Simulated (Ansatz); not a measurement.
**TaBi (CsCl type): how the settings move a single-point run**

Question: which choices in the input matter for TaBi (CsCl type)?

Computed with Ansatz 0.2.0 (reference: DFT, LDA, all-electron LAPW, scalar-relativistic, unless a step's input says otherwise).

1 further run of the same task is left out (it didn't finish). Runs told in other sessions of the task aren't counted.

## (1) The system as given

The structure is cubic, space group Pm-3m (No. 221). Conventional cell: a = 3.026 Å, b = 3.026 Å, c = 3.026 Å, α = 90.00°, β = 90.00°, γ = 90.00°. Around Ta (site symmetry m-3m) lie 8 Bi at 2.62 Å. Bi (site symmetry m-3m) is surrounded by 8 Ta at 2.62 Å.

Structure file:

```cif
data_structure
_symmetry_space_group_name_H-M 'P 1'
_symmetry_Int_Tables_number 1
_cell_length_a 3.0259
_cell_length_b 3.0259
_cell_length_c 3.0259
_cell_angle_alpha 90.000
_cell_angle_beta 90.000
_cell_angle_gamma 90.000
_cell_volume 27.71
loop_
_atom_site_label
_atom_site_type_symbol
_atom_site_fract_x
_atom_site_fract_y
_atom_site_fract_z
_atom_site_occupancy
Ta1 Ta 0.00000 0.00000 0.00000 1
Bi1 Bi 0.50000 0.50000 0.50000 1
```

## (2) Baseline

The input, input.yaml:

```yaml
crystal:
  lattice:
    - [3.0258939783, 0.0, 0.0]
    - [0.0, 3.0258939783, 0.0]
    - [0.0, 0.0, 3.0258939783]
  atoms:
    - { symbol: Ta, position: [0.0, 0.0, 0.0] }
    - { symbol: Bi, position: [0.5, 0.5, 0.5] }
kpoints:
  mp_grid: { grid: [11, 11, 11] }
scf:
  occupations: { method: fermi_dirac, width: 0.05 }
hamiltonian:
  xc: lda
  pseudopotentials: { kind: all_electron, lapw: { basis_error: 0.001 } }
output:
  forces: true
  stress: true
  eigenvalues: true
  populations: true
```

Started as:

```sh
$ ansatz run input.yaml --threads 1 --pin off --max-ram 2048MiB --backend cpu --events-out ev --progress --plain --runs-dir out
```

## (3) Changed: occupations.method methfessel_paxton, occupations.width 0.001, preconditioner none, xc pbesol

input.yaml: that of step 2 with these lines changed.

```diff
@@ -11,5 +11,6 @@
 scf:
-  occupations: { method: fermi_dirac, width: 0.05 }
+  occupations: { method: methfessel_paxton, width: 0.001 }
+  mixing: { preconditioner: none }
 hamiltonian:
-  xc: lda
+  xc: pbesol
   pseudopotentials: { kind: all_electron, lapw: { basis_error: 0.001 } }
```

What does the calculation give? Wanted: for each run, ending; energy change; pressure; gap; force.

**Answer**, as computed:

```tsv
run	ending	energy change	pressure (GPa)	gap (eV)	force (eV/Å)	cycles	time
reference	converged	-	134.8	0.00	0.00	10	40 s
1: occupations.method methfessel_paxton, occupations.width 0.001, preconditioner none, xc pbesol	converged	not comparable	142.0	0.00	0.00	8	36 s
```

Residual by cycle in the longest SCF loop of each run; runs are numbered as in the table. The quantity is the density residual dr2, in eV.

```tsv
cycle	reference	run 1
1	0.405	0.445
2	0.122	0.0242
3	0.0458	0.00348
4	0.0232	2.8e-4
5	0.00156	2.8e-5
6	2.4e-4	4.4e-6
7	6.3e-5	4.2e-7
8	3.7e-6	3.9e-9
9	2.0e-7	-
10	3.0e-8	-
```

Total energies don't compare across a change of functional; the pressure goes from 134.8 to 142.0 GPa. The smearing changed too. The structure is not at rest: the sound run finds 135 GPa, so these are no properties of the relaxed crystal. 
